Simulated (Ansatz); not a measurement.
# As2H2 (triplet): the correlation ladder at a displaced geometry (v2), cc-pVDZ

Aim: climb from Hartree-Fock through coupled cluster and multireference methods for As2H2 (triplet) at one geometry and basis, and see what each rung misses.

Method: cc-pVDZ, core rule «outside noble gas», up to 28 orbitals frozen; program: Ansatz 0.2.0, Gaussian basis.

The runs, in order: UHF; CCSD(T) on ROHF; CCSD(T) on UHF; BCCD(T) on ROHF; CISD as a restricted active space (open shells left free, so some higher excitations enter); CCSDT(Q) on ROHF; CCSDT(Q) on UHF; CASSCF and MRCISD+Q, 12 electrons in 10 orbitals; CASSCF and NEVPT2, 12 electrons in 10 orbitals.

20 further runs of the same task are left out: 6 that didn't finish, 14 set aside as unsound or not needed. Runs told in other sessions of the task aren't counted.

## (1) The geometry

The geometry is a PBE0/def2-TZVP stationary point (not a proven minimum) with its atoms shifted at random (size 0.100 Å). No spin-orbit coupling is included. The filled d shell of As may be among the frozen orbitals whatever the setting's name suggests.

4 atoms, charge 0, spin multiplicity 3.

Atoms are counted from 1 here; the program's logs count them from 0.

Bond lengths: As1–As2 2.405 Å, As1–H3 1.578 Å, As2–H4 1.490 Å. Angles: As2–As1–H3 89.6°, As1–As2–H4 94.4°.

## (2) UHF

Input file in.yaml:

```yaml
crystal:
  periodic: [false, false, false]
  atoms:
    - {symbol: As, position_ang: [0.096241, -0.037904, 1.199040]}
    - {symbol: As, position_ang: [-0.068630, 0.039387, -1.199218]}
    - {symbol: H, position_ang: [-1.067673, 1.021950, 1.303166]}
    - {symbol: H, position_ang: [-0.984631, -1.132144, -1.289898]}
basis:
  gaussian: {orbitals: cc-pVDZ}
magnetization: {spin_polarized: true, initial_magnetization: 2}
hamiltonian: {xc: hf}
output: {orbitals: {seedname: orbitals}}
```

Command:

```
> ansatz run in.yaml --threads 1 --pin off --events-out ev --progress --plain --max-ram 2393MiB
```

Further steps of the session: CCSD(T) on ROHF; CCSD(T) on UHF; BCCD(T) on ROHF; CISD as a restricted active space (open shells left free, so some higher excitations enter); CCSDT(Q) on ROHF; CCSDT(Q) on UHF; CASSCF and MRCISD+Q, 12 electrons in 10 orbitals; CASSCF and NEVPT2, 12 electrons in 10 orbitals.

Before running them: what should the planned runs give, taken together? Wanted: UCCSDT(Q) from the RHF energy; RMP2 from UCCSDT(Q); UMP2 from UCCSDT(Q); RCCSD from UCCSDT(Q); RCCSD(T) from UCCSDT(Q); UCCSD(T) from UCCSDT(Q); RCCSDT(Q) from UCCSDT(Q); NEVPT2 valence from UCCSDT(Q); MRCISD+Q valence from UCCSDT(Q).

**Answer**, as computed:

```
                         quantity                                                  value
    UCCSDT(Q) from the ROHF energy                                             -6.2789 eV
              RMP2 from UCCSDT(Q)                                          +115.8 kJ/mol
              UMP2 from UCCSDT(Q)                                          +118.7 kJ/mol
             RCCSD from UCCSDT(Q)                                           +21.9 kJ/mol
          RCCSD(T) from UCCSDT(Q)                                            +4.5 kJ/mol
          UCCSD(T) from UCCSDT(Q)                                            +4.1 kJ/mol
         RCCSDT(Q) from UCCSDT(Q)                                            +0.5 kJ/mol
    NEVPT2 valence from UCCSDT(Q)                                          +100.1 kJ/mol
  MRCISD+Q valence from UCCSDT(Q)                                            +1.9 kJ/mol
levels within 1 kcal/mol (43 meV)  UCCSD(T), RCCSDT, UCCSDT, RCCSDT(Q), MRCISD+Q valence
                    T1 diagnostic                                                  0.021
   effectively unpaired electrons                                                   2.03
```

**Reading.** RCCSD(T) lands +4.5 kJ/mol from the yardstick (0.7 % of the correlation energy). One determinant dominates. Of the multireference levels listed MRCISD+Q valence comes nearest in total energy (+1.9 kJ/mol), which doesn't show that its space is the better one. These misses are within one basis, not against nature; the frozen cores of restricted and unrestricted runs differ, which can shift their rows.

With open shells the CI space here admits some higher excitations, so it is larger than plain CISD.
